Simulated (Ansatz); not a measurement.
**C₂H₆BNS: up Jacob's ladder to CCSD(T)**

Aim: compute C₂H₆BNS with functionals from several rungs and with coupled cluster, and see how far each lands from CCSD(T) at the basis-set limit for the atomisation energy.

Program: Ansatz 0.2.0, Gaussian basis. Level of theory: functionals in def2-TZVPP, the program's frozen cores in correlated methods. These are calculated values, not measurements.

Plan: PBE-D4, r2SCAN-D4, PBE0-D4, B3LYP-D4, ωB97X-V, ωB97M-V, B2PLYP; CCSD(T)/def2-TZVPP; MP2/def2-QZVPP; extrapolation to the limit.

## 1. Structure used throughout

All runs share one geometry, relaxed beforehand with PBE0-D4 in a triple-zeta def2 set.

11 atoms, charge 0, spin multiplicity 1.

Atoms are counted from 1 here; the program's logs count them from 0.

Bond lengths: N1–C2 1.329 Å, N1–H6 1.005 Å, N1–H7 1.006 Å, C2–B3 1.536 Å, C2–H8 1.086 Å, B3–C4 1.563 Å, B3–S5 1.952 Å, B3–H9 1.197 Å, C4–S5 1.816 Å, C4–H10 1.085 Å, C4–H11 1.087 Å. Angles: C2–N1–H6 122.1°, C2–N1–H7 119.3°, H6–N1–H7 116.9°, N1–C2–B3 124.9°, N1–C2–H8 114.2°, B3–C2–H8 120.9°, C2–B3–C4 110.7°, C2–B3–S5 83.3°, C2–B3–H9 122.7°, C4–B3–S5 61.0°, C4–B3–H9 126.6°, S5–B3–H9 121.3°, B3–C4–S5 70.1°, B3–C4–H10 117.0°, B3–C4–H11 122.7°, S5–C4–H10 112.5°, S5–C4–H11 113.2°, H10–C4–H11 113.3° and more.

As a file:

```
N    -1.41291    1.10709    0.85128
C    -0.76054    0.10049    0.28021
B     0.76548   -0.07404    0.28675
C     1.20082   -1.16872   -0.73993
S     0.58569    0.29478   -1.62173
H    -2.38287    1.29077    0.66282
H    -0.89139    1.83592    1.30922
H    -1.40515   -0.64217   -0.18130
H     1.48788    0.58057    0.98148
H     2.26679   -1.31914   -0.87858
H     0.61181   -2.06265   -0.92942
```

## 2. PBE-D4 (GGA)

in.yaml

```yaml
crystal:
  periodic: [false, false, false]
  atoms:
    - {symbol: N, position_ang: [-1.412914, 1.107090, 0.851281]}
    - {symbol: C, position_ang: [-0.760543, 0.100486, 0.280213]}
    - {symbol: B, position_ang: [0.765478, -0.074041, 0.286746]}
    - {symbol: C, position_ang: [1.200822, -1.168722, -0.739927]}
    - {symbol: S, position_ang: [0.585687, 0.294784, -1.621734]}
    - {symbol: H, position_ang: [-2.382869, 1.290769, 0.662822]}
    - {symbol: H, position_ang: [-0.891394, 1.835922, 1.309221]}
    - {symbol: H, position_ang: [-1.405151, -0.642173, -0.181305]}
    - {symbol: H, position_ang: [1.487877, 0.580572, 0.981482]}
    - {symbol: H, position_ang: [2.266794, -1.319139, -0.878585]}
    - {symbol: H, position_ang: [0.611813, -2.062647, -0.929416]}
basis:
  gaussian: {orbitals: def2-TZVPP}
hamiltonian: {xc: pbe, dispersion: d4}
output: {forces: true, orbitals: {seedname: orbitals}}
```

Command:

```
$ ansatz run in.yaml --threads 4 --pin off --events-out ev --progress --plain --max-ram 10444MiB
```

After this run come: r2SCAN-D4 (meta-GGA); PBE0-D4 (hybrid); B3LYP-D4 (hybrid); ωB97X-V (range-separated); ωB97M-V (range-separated); B2PLYP (double hybrid); CCSD(T) in def2-TZVPP; MP2 in def2-QZVPP.

**Question.** What will the summary of the whole plan be? Wanted: atomisation energy, CCSD(T)/CBS; farthest; mean size of error, hybrid; mean size of error, range-separated; gap, smallest and largest; T1 diagnostic; triples share of the correlation energy.

As calculated:

| quantity | value |
| --- | --- |
| atomisation energy, CCSD(T)/CBS | 4142.2 kJ/mol |
| functionals within 20.7 kJ/mol (0.5 %) | B2PLYP |
| farthest | PBE-D4 (+168.3 kJ/mol) |
| mean size of error, hybrid | 54.5 kJ/mol |
| mean size of error, range-separated | 36.0 kJ/mol |
| gap, smallest and largest | 3.51 eV (PBE-D4), 9.85 eV (ωB97X-V) |
| T1 diagnostic | 0.0155 |
| triples share of the correlation energy | 4.7 % |

In words: PBE-D4 is off by +168.3 kJ/mol. Double hybrids carry the basis error of their MP2 part in triple zeta, and no dispersion term here, so their miss is partly the set-up's. Misses under about 20.7 kJ/mol are within the doubt on the reference itself, which lacks core-valence correlation, relativity and higher excitations. Hartree-Fock recovers 71 % of the binding; the rest is correlation. The gap grows from 3.5 to 9.9 eV across the functionals, mostly with the share of exact exchange.
